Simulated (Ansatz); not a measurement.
# CH6ClGaSi: small, medium and large basis sets

An exercise on one series of results from a longer session: the logs are not shown, and one member is left open.

Program: Ansatz 0.2.0, Gaussian basis. Level of theory: one geometry, several basis sets. These are calculated values, not measurements.

Plan: PBE0-D4/def2-SVP; ωB97M-V/def2-SVP; PBE0-D4/def2-QZVPP; the functionals' def2-TZVPP values are taken from earlier runs.

1 further run of the same task is left out (it didn't finish).

### Structure used throughout

The geometry comes from an earlier relaxation with PBE0-D4 in a triple-zeta def2 set; it is a stationary point, not always the lowest conformer.

SMILES `[SiH3][CH2][GaH][Cl]`, 10 atoms, charge 0, spin multiplicity 1.

Atoms are counted from 1 here; the program's logs count them from 0.

Bond lengths: Si1–C2 1.872 Å, Si1–H5 1.486 Å, Si1–H6 1.487 Å, Si1–H7 1.489 Å, C2–Ga3 1.951 Å, C2–H8 1.094 Å, C2–H9 1.094 Å, Ga3–Cl4 2.156 Å, Ga3–H10 1.557 Å. Angles: C2–Si1–H5 110.3°, C2–Si1–H6 111.4°, C2–Si1–H7 110.0°, H5–Si1–H6 108.8°, H5–Si1–H7 108.1°, H6–Si1–H7 108.2°, Si1–C2–Ga3 113.3°, Si1–C2–H8 109.0°, Si1–C2–H9 108.6°, Ga3–C2–H8 109.1°, Ga3–C2–H9 108.0°, H8–C2–H9 108.8°, C2–Ga3–Cl4 114.9°, C2–Ga3–H10 130.0°, Cl4–Ga3–H10 115.2°.

The first run:

File in.yaml:

```yaml
crystal:
  periodic: [false, false, false]
  atoms:
    - {symbol: Si, position_ang: [-0.963083, 1.055697, 0.349975]}
    - {symbol: C, position_ang: [0.332087, -0.247927, 0.706320]}
    - {symbol: Ga, position_ang: [1.137666, -0.996525, -0.905500]}
    - {symbol: Cl, position_ang: [0.019541, -2.598399, -1.818147]}
    - {symbol: H, position_ang: [-2.077828, 0.470926, -0.440126]}
    - {symbol: H, position_ang: [-1.515071, 1.629702, 1.606263]}
    - {symbol: H, position_ang: [-0.363994, 2.164352, -0.443774]}
    - {symbol: H, position_ang: [1.117705, 0.190777, 1.328488]}
    - {symbol: H, position_ang: [-0.138818, -1.065966, 1.259146]}
    - {symbol: H, position_ang: [2.451795, -0.602636, -1.642636]}
basis:
  gaussian: {orbitals: def2-SVP}
hamiltonian: {xc: pbe0, dispersion: d4}
output: {orbitals: {seedname: orbitals}}
```

Command:

```
ansatz run in.yaml --threads 2 --pin off --events-out ev --progress --plain --max-ram 4352MiB
```

Among the steps run: PBE0-D4 in def2-SVP; ωB97M-V in def2-SVP; PBE0-D4 in def2-QZVPP.

One of the session's tables, all rows but one given; the rest of the session is left out.

It belongs to the step «Functionals by basis». 

```
functional       basis  HOMO (eV)  LUMO (eV)
   PBE0-D4    def2-SVP      -8.07      -1.42
   PBE0-D4  def2-TZVPP          ?          ?
   PBE0-D4  def2-QZVPP      -8.17      -1.56
   ωB97M-V    def2-SVP     -10.20       0.33
   ωB97M-V  def2-TZVPP     -10.32       0.17
```

Q: Estimate the row for PBE0-D4, def2-TZVPP from the others.

The run gave: HOMO (eV): -8.15; LUMO (eV): -1.52. In the column «HOMO (eV)» it lies between PBE0-D4, def2-QZVPP (-8.17) and PBE0-D4, def2-SVP (-8.07).
